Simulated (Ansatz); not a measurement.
**C₄H₇I: up Jacob's ladder to CCSD(T)**

One table from this session's results is given with a row withheld; the runs are named, their logs left out.

The runs use Ansatz 0.2.0, Gaussian basis; functionals in def2-TZVPP, the program's frozen cores in correlated methods.

Plan: LDA (SPW92), PBE-D4, revPBE-D4, BLYP-D4, r2SCAN-D4, B97M-V, PBE0-D4, B3LYP-D4, r2SCANh-D4, r2SCAN0-D4, HSE06-D4, BHLYP-D4, CAM-B3LYP-D4, LC-ωPBE, ωB97X-V, ωB97M-V, B2PLYP, PBE-QIDH; CCSD(T)/def2-SVP; CCSD(T)/def2-TZVPP; MP2/def2-QZVPP; extrapolation to the limit; RPA on PBE.

## The relaxed structure

The geometry comes from an earlier relaxation with PBE0-D4 in a triple-zeta def2 set; it is a stationary point, not always the lowest conformer. I takes the def2 core potential; no spin-orbit term is included.

SMILES `C/C=C(\C)I`, 12 atoms, charge 0, spin multiplicity 1.

Atoms are counted from 1 here; the program's logs count them from 0.

Bond lengths: C1–C2 1.492 Å, C1–H6 1.094 Å, C1–H7 1.089 Å, C1–H8 1.094 Å, C2–C3 1.328 Å, C2–H9 1.086 Å, C3–C4 1.488 Å, C3–I5 2.107 Å, C4–H10 1.093 Å, C4–H11 1.091 Å, C4–H12 1.093 Å. Angles: C2–C1–H6 110.3°, C2–C1–H7 113.3°, C2–C1–H8 110.3°, H6–C1–H7 108.0°, H6–C1–H8 106.7°, H7–C1–H8 108.0°, C1–C2–C3 126.2°, C1–C2–H9 115.5°, C3–C2–H9 118.3°, C2–C3–C4 128.6°, C2–C3–I5 118.1°, C4–C3–I5 113.2°, C3–C4–H10 110.8°, C3–C4–H11 111.3°, C3–C4–H12 110.8°, H10–C4–H11 108.4°, H10–C4–H12 107.1°, H11–C4–H12 108.4°.

The first run:

in.yaml reads:

```yaml
crystal:
  periodic: [false, false, false]
  atoms:
    - {symbol: C, position_ang: [-1.603791, -0.316536, 0.347741]}
    - {symbol: C, position_ang: [-0.465215, 0.595407, 0.661882]}
    - {symbol: C, position_ang: [0.758630, 0.525341, 0.152008]}
    - {symbol: C, position_ang: [1.299055, -0.448400, -0.834419]}
    - {symbol: I, position_ang: [2.178608, 1.951230, 0.776708]}
    - {symbol: H, position_ang: [-2.447528, 0.253910, -0.052875]}
    - {symbol: H, position_ang: [-1.347978, -1.091182, -0.373805]}
    - {symbol: H, position_ang: [-1.959854, -0.806924, 1.259073]}
    - {symbol: H, position_ang: [-0.680578, 1.382890, 1.377354]}
    - {symbol: H, position_ang: [1.659554, 0.065248, -1.729284]}
    - {symbol: H, position_ang: [0.538880, -1.170879, -1.135255]}
    - {symbol: H, position_ang: [2.147318, -0.995306, -0.415028]}
basis:
  gaussian: {orbitals: def2-TZVPP}
hamiltonian: {xc: lda}
output: {orbitals: {seedname: orbitals}}
```

Among the steps run: LDA; PBE-D4 (GGA); revPBE-D4 (GGA); BLYP-D4 (GGA); r2SCAN-D4 (meta-GGA); B97M-V (meta-GGA); PBE0-D4 (hybrid); B3LYP-D4 (hybrid); r2SCANh-D4 (hybrid); r2SCAN0-D4 (hybrid); HSE06-D4 (hybrid); BHLYP-D4 (hybrid); CAM-B3LYP-D4 (range-separated); LC-ωPBE (range-separated); ωB97X-V (range-separated); ωB97M-V (range-separated); B2PLYP (double hybrid); PBE-QIDH (double hybrid).

One of the session's tables, all rows but one given; the rest of the session is left out.

It belongs to the step «Orbital energies across the functionals». 

| functional | HOMO (eV) | gap (eV) |
| --- | --- | --- |
| LDA (SPW92) | -5.74 | 4.08 |
| PBE-D4 | ? | ? |
| revPBE-D4 | -5.54 | 4.15 |
| BLYP-D4 | -5.43 | 4.06 |
| r2SCAN-D4 | -5.80 | 4.55 |
| B97M-V | -5.82 | 4.62 |
| PBE0-D4 | -6.66 | 6.11 |
| B3LYP-D4 | -6.44 | 5.65 |
| r2SCANh-D4 | -6.20 | 5.28 |
| r2SCAN0-D4 | -6.79 | 6.37 |
| HSE06-D4 | -6.27 | 5.34 |
| BHLYP-D4 | -7.57 | 7.99 |
| CAM-B3LYP-D4 | -7.89 | 8.41 |
| LC-ωPBE | -9.21 | 10.90 |
| ωB97X-V | -8.87 | 10.43 |
| ωB97M-V | -8.76 | 10.17 |

Q: Estimate the row for PBE-D4 from the others.

As computed: HOMO (eV): -5.59; gap (eV): 4.13. In the column «HOMO (eV)» it lies between LDA (SPW92) (-5.74) and revPBE-D4 (-5.54).
